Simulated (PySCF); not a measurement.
# Br6Ti ([TiBr6]3-): the cost of one run

Computed with PySCF 2.14.0 and routines of our own; the level stands in each step. Atoms count from 0.

## 1. The system as given

7 atoms, charge -3, states of the metal's open shell are computed; geometry from: model start, shaken.

## 2. Optimising the geometry at PBE0-D3(BJ)/def2-SVP

The job: settings as JSON, then the geometry in Å.

```
{"job": {"xc": "PBE0", "basis": "def2-SVP", "d3": "d3bj", "grid": 1, "maxiter": 45, "solvent": "water", "kind": "geom"}, "charge": -3, "metal": "Ti", "open_shell": "d1"}
Ti     0.000020     0.004480    -0.004110
Br    -0.013360    -0.006820     2.515130
Br     0.000900     0.020100    -2.537380
Br     2.520690     0.007350     0.005350
Br    -2.528420    -0.013960    -0.000440
Br     0.010430     2.509840    -0.006860
Br    -0.028520    -2.549340    -0.027630
```

Started as:

```sh
> OMP_NUM_THREADS=1 python lf_run.py task.json out
```

One launch serves the whole session: the jobs run in the order shown.

**Question.** How long does this first job take on 1 thread of Arm Neoverse V1, shared host, and how much memory does it need?

About 46 min, with a peak of 2.3 GiB.
